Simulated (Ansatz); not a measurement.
**CH₅BFN: how energies converge with the basis set**

The task here is to estimate one member of a computed series from the others.

Computed with Ansatz 0.2.0, Gaussian basis. Level: one geometry, several basis sets.

The runs, in order: PBE0-D4/def2-SVP; ωB97M-V/def2-SVP; PBE0-D4/def2-QZVPP; ωB97M-V/def2-QZVPP; CCSD(T)/cc-pV(D+d)Z; CCSD(T)/cc-pV(T+d)Z; CCSD(T)/cc-pV(Q+d)Z; the functionals' def2-TZVPP values are taken from earlier runs.

**The geometry**

An earlier PBE0-D4 in a triple-zeta def2 set relaxation fixed the geometry.

SMILES `CB(N)F`, 9 atoms, charge 0, spin multiplicity 1.

Atoms are counted from 1 here; the program's logs count them from 0.

Bond lengths: C1–B2 1.566 Å, C1–H5 1.094 Å, C1–H6 1.091 Å, C1–H7 1.094 Å, B2–N3 1.396 Å, B2–F4 1.347 Å, N3–H8 1.006 Å, N3–H9 1.003 Å. Angles: B2–C1–H5 110.2°, B2–C1–H6 113.8°, B2–C1–H7 110.2°, H5–C1–H6 108.1°, H5–C1–H7 106.2°, H6–C1–H7 108.1°, C1–B2–N3 124.5°, C1–B2–F4 118.6°, N3–B2–F4 116.9°, B2–N3–H8 122.4°, B2–N3–H9 123.0°, H8–N3–H9 114.6°.

Set-up of the first run:

The input, in.yaml:

```yaml
crystal:
  periodic: [false, false, false]
  atoms:
    - {symbol: C, position_ang: [-0.428412, 0.964700, -0.538980]}
    - {symbol: B, position_ang: [0.098211, -0.482266, -0.251414]}
    - {symbol: N, position_ang: [0.546175, -0.928062, 0.993805]}
    - {symbol: F, position_ang: [0.128524, -1.370898, -1.263783]}
    - {symbol: H, position_ang: [0.176615, 1.438372, -1.318136]}
    - {symbol: H, position_ang: [-0.424046, 1.616293, 0.336622]}
    - {symbol: H, position_ang: [-1.450389, 0.924323, -0.927963]}
    - {symbol: H, position_ang: [0.878707, -1.865227, 1.143736]}
    - {symbol: H, position_ang: [0.563114, -0.343534, 1.809012]}
basis:
  gaussian: {orbitals: def2-SVP}
hamiltonian: {xc: pbe0, dispersion: d4}
output: {orbitals: {seedname: orbitals}}
```

Started as:

```sh
$ ansatz run in.yaml --threads 2 --pin off --events-out ev --progress --plain --max-ram 22528MiB --backend cpu
```

Among the steps run: PBE0-D4 in def2-SVP; ωB97M-V in def2-SVP; PBE0-D4 in def2-QZVPP; ωB97M-V in def2-QZVPP.

One table of the session follows, with a row left open; its other results are not shown here.

```
functional       basis  HOMO (eV)  LUMO (eV)
   PBE0-D4    def2-SVP      -8.08       1.74
   PBE0-D4  def2-TZVPP      -8.28       0.79
   PBE0-D4  def2-QZVPP      -8.32       0.50
   ωB97M-V    def2-SVP          ?          ?
   ωB97M-V  def2-TZVPP     -10.69       2.02
   ωB97M-V  def2-QZVPP     -10.73       1.59
```

**Question.** Estimate the row for ωB97M-V, def2-SVP.

**Answer.** HOMO (eV): -10.48; LUMO (eV): 3.32. In the column «HOMO (eV)» it lies between ωB97M-V, def2-TZVPP (-10.69) and PBE0-D4, def2-QZVPP (-8.32).
